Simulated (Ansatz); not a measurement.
# NaHg₂, space group P6/mmm: a short molecular-dynamics run

Computed with Ansatz 0.2.0, Python API.

Run as a notebook:

In [1]:
```python
import warnings

import ansatz as az
from ase import Atoms
from ase.neighborlist import neighbor_list
import matplotlib.pyplot as plt
import numpy as np
```

In [2]:
```python
warnings.simplefilter("ignore", az.DeckWarning)
```

In [3]:
```python
xtal = (
    az.Lattice.from_parameters(5.029, 5.029, 3.2304, alpha=90, beta=90, gamma=120)
    .space_group(191)
    .atom("Na", [0.0, 0.0, 0.0])
    .atom("Hg", [1 / 3, 2 / 3, 0.5])
)
```

In [4]:
```python
len(xtal.resolved().sites)
```
Out [4]:
```text
3
```

In [5]:
```python
# a coarse mesh keeps each step cheap
job = (
    xtal.supercell(1, 1, 2).calculation()
    .functional("PBEsol")
    .kpoints(2, 2, 2)
    .occupations("fermi_dirac", width=0.1)
    .scf(tolerance=1e-10)
    .md("langevin", timestep=3.0, steps=25, temperature=500, friction=0.05, initial_velocities="maxwell_boltzmann", seed=708)
)
steps = []
```

In [6]:
```python
def collect(event):
    if event["event"] == "md_step":
        steps.append(event["data"])
```

In [7]:
```python
res = job.session().plan().execute(on_event=collect)
rep = res.report
```

In [8]:
```python
rep["n_electrons"]
```
Out [8]:
```text
98.0
```

In [9]:
```python
rep["converged"], rep["free_energy_ev"]
```
Out [9]:
```text
(True, -57624.38634055195)
```

In [10]:
```python
print(" step   t (fs)     E_pot (eV)   E_kin (eV)    T (K)")
for s in steps[::1]:
    print(f"{s['step']:5d} {s['time_fs']:8.1f} {s['lagrangian_ev']:14.4f} {s['e_kin_ev']:12.4f} {s['temperature_k']:8.1f}")
```
```text
 step   t (fs)     E_pot (eV)   E_kin (eV)    T (K)
    0      0.0    -57624.5704       0.3231    416.7
    1      3.0    -57624.5694       0.4117    530.9
    2      6.0    -57624.5663       0.3109    400.9
    3      9.0    -57624.5622       0.1772    228.4
    4     12.0    -57624.5570       0.2339    301.6
    5     15.0    -57624.5505       0.2625    338.5
    6     18.0    -57624.5445       0.3309    426.7
    7     21.0    -57624.5387       0.4037    520.5
    8     24.0    -57624.5319       0.3605    464.9
    9     27.0    -57624.5247       0.4037    520.6
   10     30.0    -57624.5200       0.4231    545.6
   11     33.0    -57624.5167       0.5964    769.0
   12     36.0    -57624.5095       0.6068    782.4
   13     39.0    -57624.4982       0.7251    934.9
   14     42.0    -57624.4846       0.7553    973.9
   15     45.0    -57624.4704       0.5537    713.9
   16     48.0    -57624.4564       0.5138    662.5
   17     51.0    -57624.4451       0.4986    642.9
   18     54.0    -57624.4365       0.6927    893.1
   19     57.0    -57624.4296       0.6141    791.9
   20     60.0    -57624.4262       0.6190    798.2
   21     63.0    -57624.4230       0.7235    932.9
   22     66.0    -57624.4156       0.6446    831.2
   23     69.0    -57624.4074       0.6276    809.2
   24     72.0    -57624.3992       0.5386    694.5
   25     75.0    -57624.3863       0.6303    812.7
```

In [11]:
```python
temperature = np.array([s["temperature_k"] for s in steps])
print(f"mean temperature of the second half {temperature[len(steps) // 2 :].mean():.1f} K")
```
```text
mean temperature of the second half 807.1 K
```

In [12]:
```python
time = [s["time_fs"] for s in steps]
fig, ax = plt.subplots(figsize=(5, 3))
ax.plot(time, [s["lagrangian_ev"] - steps[0]["lagrangian_ev"] for s in steps], label="potential")
ax.plot(time, [s["e_kin_ev"] for s in steps], label="kinetic")
ax.set(xlabel="time (fs)", ylabel="energy (eV)")
ax.legend()
fig.tight_layout()
fig.savefig("md.png", dpi=100)
```

In [13]:
```python
symbols = [site.symbol for site in res.lattice.sites]
pairs = np.concatenate([neighbor_list("d", Atoms(symbols, positions=s["positions_ang"], cell=res.lattice.cell_ang, pbc=True), 4.5) for s in steps[len(steps) // 2 :]])
counts, edges = np.histogram(pairs, bins=np.arange(0.5, 4.51, 0.25))
for low, count in zip(edges, counts / (len(symbols) * len(steps[len(steps) // 2 :]))):
    print(f"{low:4.2f}-{low + 0.25:4.2f} A  {count:6.2f} neighbours an atom")
```
```text
0.50-0.75 A    0.00 neighbours an atom
0.75-1.00 A    0.00 neighbours an atom
1.00-1.25 A    0.00 neighbours an atom
1.25-1.50 A    0.00 neighbours an atom
1.50-1.75 A    0.00 neighbours an atom
1.75-2.00 A    0.00 neighbours an atom
2.00-2.25 A    0.00 neighbours an atom
2.25-2.50 A    0.00 neighbours an atom
2.50-2.75 A    0.31 neighbours an atom
2.75-3.00 A    1.44 neighbours an atom
3.00-3.25 A    3.49 neighbours an atom
3.25-3.50 A    6.18 neighbours an atom
3.50-3.75 A    0.59 neighbours an atom
3.75-4.00 A    0.00 neighbours an atom
4.00-4.25 A    0.51 neighbours an atom
4.25-4.50 A    3.49 neighbours an atom
```

Total energies depend on the potentials; only differences at equal settings carry meaning. A total without «per atom» is that of the whole cell that was run. For a metal this mesh is far too coarse, so the numbers only illustrate the procedure. Spin-orbit coupling, which matters for elements this heavy, is left out. The starting cell is as deposited in a crystallographic database; the results hold for this polymorph, which needn't be the stable one. A small cell, a coarse mesh and a very short run: it shows the set-up and gives no equilibrium averages. Wall time of the script: 97 s on 1 thread of Arm Neoverse V2, on a shared host, peak memory 0.57 GiB.
